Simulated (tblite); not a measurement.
# C5H12BGaO: the cost of one run

The runs use tblite 0.8.0 and PySCF 2.14.0, with density-fitted response routines of our own; the level of theory stands in each step. All values are computed, except where a source is named. Atoms count from 0, in the outputs and in this text.

**1. The molecule as given**

20 atoms, charge 0, multiplicity 1; geometry from: force field or distance geometry start.

Bonds of the start (Å): Ga0–O1 2.07, O1–B2 1.45, B2–C3 1.59, C3–C4 1.52, C4–C5 1.53, C5–C6 1.53, C6–C7 1.51, C7–C3 1.51, Ga0–H8 1.60, Ga0–H9 1.45, B2–H10 1.18, C3–H11 1.11, C4–H12 1.09, C4–H13 1.10, C5–H14 1.10, C5–H15 1.11, C6–H16 1.10, C6–H17 1.11, C7–H18 1.12, C7–H19 1.10.

**2. Optimising the geometry with GFN2-xTB**

Job settings and geometry (Å):

```
{"job": {"kind": "relax", "xc": "GFN2-xTB", "basis": "xTB"}, "charge": 0, "multiplicity": 1}
Ga     3.773500    -0.190100    -0.087400
O      1.861400    -0.111400     0.702300
B      1.313400    -0.573700    -0.563300
C     -0.168800    -0.138000    -0.940700
C     -1.130000    -1.180600    -0.406100
C     -2.276500    -0.298600     0.080600
C     -1.454000     0.763100     0.815800
C     -0.516800     1.184500    -0.291100
H      3.673400     1.348100    -0.529300
H      5.085400    -0.266600     0.525100
H      1.683000    -1.631500    -0.941500
H     -0.299300    -0.109600    -2.040100
H     -1.458100    -1.915300    -1.147800
H     -0.676100    -1.619200     0.495600
H     -2.786100     0.234000    -0.737400
H     -2.957600    -0.844800     0.773100
H     -2.066900     1.576500     1.225500
H     -0.830700     0.237600     1.566900
H     -1.140800     1.808300    -0.979000
H      0.366400     1.738000     0.066100
```

Started as:

```console
OMP_NUM_THREADS=1 python probes_run.py task.json out
```

This one command runs all jobs of the session in turn.

**Question.** How long does this first job take on 1 thread of Intel Xeon 6975P-C, shared host?

About 1.2 s.
